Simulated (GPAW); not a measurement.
# Ba2Tl5V3O12 in GPAW: the effect of starting spin order

Ba2Tl5V3O12:

```
Ba V Tl O
1.0
     4.23698    2.44622    6.12840
    -4.23698    2.44622    6.12840
     0.00000   -4.89244    6.12840
Ba V Tl O
2 3 5 12
Direct
  0.50000 0.50000 0.50000
  0.00000 0.00000 0.00000
  0.50000 0.50000 0.00000
  0.00000 0.50000 0.50000
  0.50000 0.00000 0.50000
  0.00000 0.00000 0.50000
  0.50000 0.00000 0.00000
  0.00000 0.50000 0.00000
  0.74045 0.74045 0.74045
  0.25955 0.25955 0.25955
  0.71652 0.08089 0.41242
  0.41242 0.71652 0.08089
  0.08089 0.41242 0.71652
  0.58758 0.91911 0.28348
  0.91911 0.28348 0.58758
  0.28348 0.58758 0.91911
  0.28348 0.91911 0.58758
  0.58758 0.28348 0.91911
  0.91911 0.58758 0.28348
  0.41242 0.08089 0.71652
  0.08089 0.71652 0.41242
  0.71652 0.41242 0.08089
```

The cell was built by a generator and needn't be a form met in nature.

Alike in all runs:

* Program: GPAW 26.7.0
* Task: single point
* Functional: PBE
* Potentials or basis: GPAW PAW data sets (gpaw-data 1.2.1)
* Cutoff: 800 eV
* Basis: pw
* k mesh: 3 × 3 × 3
* Occupations: fermi-dirac, width 0.05 eV

**Question.** One run gave: energy over the lowest run 2.9 meV/atom; pressure 0.3 GPa; largest force 0.18 eV/Å; final net moment 0.00 μB; final largest site moment 0.00 μB. Which starting spin order did it use?
A. nm
B. fm
C. fm  larger moments

**Answer.** A.

```tsv
starting spin order	spin	starting moments	energy over the lowest run (meV/atom)	pressure (GPa)	largest force (eV/Å)	final net moment (μB)	final largest site moment (μB)
fm  larger moments	collinear spin, ferromagnetic start	[0.0, 0.0, 3.5, 3.5, 3.5, 0.0, 0.0, 0.0, 0.0, 0.0, 0.0, 0.0, 0.0, 0.0, 0.0, 0.0, 0.0, 0.0, 0.0, 0.0, 0.0, 0.0] μB	0.0	0.4	0.28	1.17	0.34
fm	collinear spin, ferromagnetic start	[0.0, 0.0, 2.0, 2.0, 2.0, 0.0, 0.0, 0.0, 0.0, 0.0, 0.0, 0.0, 0.0, 0.0, 0.0, 0.0, 0.0, 0.0, 0.0, 0.0, 0.0, 0.0] μB	0.0	0.4	0.28	1.17	0.34
nm	no spin polarisation	-	2.9	0.3	0.18	0.00	0.00
```
